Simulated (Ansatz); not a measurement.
# Cl3FH4OSi: the cost of one run

Computed with Ansatz 0.2.0, Gaussian basis. Level: PBE0-D4/def2-SVP.

29 further runs of the same task are left out: 1 that didn't finish, 28 set aside as unsound or not needed. Runs told in other sessions of the task aren't counted.

### 1 The starting structure

The first end: 10 atoms, charge 0, spin multiplicity 1.

Atoms are counted from 1 here; the program's logs count them from 0.

Bond lengths: Si1–H2 1.461 Å, Si1–Cl3 2.027 Å, Si1–Cl4 2.037 Å, Si1–Cl5 2.063 Å, H6–O7 0.964 Å, O7–H10 0.960 Å, H8–F9 0.933 Å. Angles: H2–Si1–Cl3 113.8°, H2–Si1–Cl4 108.8°, H2–Si1–Cl5 111.0°, Cl3–Si1–Cl4 107.8°, Cl3–Si1–Cl5 109.4°, Cl4–Si1–Cl5 105.7°, H6–O7–H10 105.9°.

As a file:

```
atom    x (Å)    y (Å)    z (Å)
 Si1  -0.3014  -1.5579   0.0607
  H2   0.9004  -1.1891   0.8056
 Cl3  -0.0013  -1.7433  -1.9353
 Cl4  -0.9809  -3.3474   0.7559
 Cl5  -1.8256  -0.2105   0.4031
  H6   1.0077   1.7368  -0.1031
  O7   1.2208   0.9441  -0.6094
  H8  -0.8734   1.6886   1.0072
  F9  -0.3745   2.4643   1.1454
 H10   1.2282   1.2144  -1.5300
```

The second end:

```mol
Cl3FH4OSi
  3D, bonds by distance, orders not assigned

 10  7  0  0  0  0  0  0  0  0999 V2000
   -0.2732   -1.0195   -0.9512 Si  0  0
   -0.4579    0.1517    2.6732 H   0  0
   -0.0213   -1.7520   -2.8209 Cl  0  0
    0.0376   -2.5174    0.3728 Cl  0  0
   -2.1058   -0.2283   -0.7291 Cl  0  0
    0.4155    1.7557    0.0374 H   0  0
    0.7781    0.2041   -0.6839 O   0  0
   -0.3557    0.8248    2.3656 H   0  0
    0.2638    2.5669    0.4744 F   0  0
    1.7189    0.0141   -0.7382 H   0  0
  1  3  8  0
  1  4  8  0
  1  5  8  0
  1  7  8  0
  2  8  8  0
  6  9  8  0
  7 10  8  0
M  END
```

### 2 The band at PBE0-D4/def2-SVP

File neb/in.yaml:

```yaml
crystal:
  periodic: [false, false, false]
  atoms:
    - {symbol: Si, position_ang: [-0.301396, -1.557899, 0.060651]}
    - {symbol: H, position_ang: [0.900356, -1.189051, 0.805643]}
    - {symbol: Cl, position_ang: [-0.001262, -1.743273, -1.935281]}
    - {symbol: Cl, position_ang: [-0.980910, -3.347410, 0.755890]}
    - {symbol: Cl, position_ang: [-1.825644, -0.210520, 0.403074]}
    - {symbol: H, position_ang: [1.007729, 1.736794, -0.103122]}
    - {symbol: O, position_ang: [1.220806, 0.944082, -0.609410]}
    - {symbol: H, position_ang: [-0.873406, 1.688611, 1.007198]}
    - {symbol: F, position_ang: [-0.374452, 2.464336, 1.145390]}
    - {symbol: H, position_ang: [1.228180, 1.214430, -1.530034]}
basis:
  gaussian: {orbitals: def2-SVP}
hamiltonian: {xc: pbe0, dispersion: d4}
neb:
  images: 5
  climbing: true
  max_iterations: 40
  initial_path: idpp
  final_atoms:
    - {symbol: Si, position_ang: [-0.273159, -1.019539, -0.951157]}
    - {symbol: H, position_ang: [-0.457949, 0.151675, 2.673215]}
    - {symbol: Cl, position_ang: [-0.021307, -1.751965, -2.820919]}
    - {symbol: Cl, position_ang: [0.037559, -2.517352, 0.372783]}
    - {symbol: Cl, position_ang: [-2.105759, -0.228329, -0.729135]}
    - {symbol: H, position_ang: [0.415514, 1.755729, 0.037352]}
    - {symbol: O, position_ang: [0.778136, 0.204058, -0.683860]}
    - {symbol: H, position_ang: [-0.355681, 0.824830, 2.365555]}
    - {symbol: F, position_ang: [0.263759, 2.566862, 0.474400]}
    - {symbol: H, position_ang: [1.718888, 0.014133, -0.738233]}
```

Started as:

```
> ansatz run in.yaml --threads 8 --pin off --events-out ev --progress --plain --max-ram 19148MiB
```

**Question.** How long does this run take on 8 threads of Arm Neoverse V1, shared host?

About 3 min.
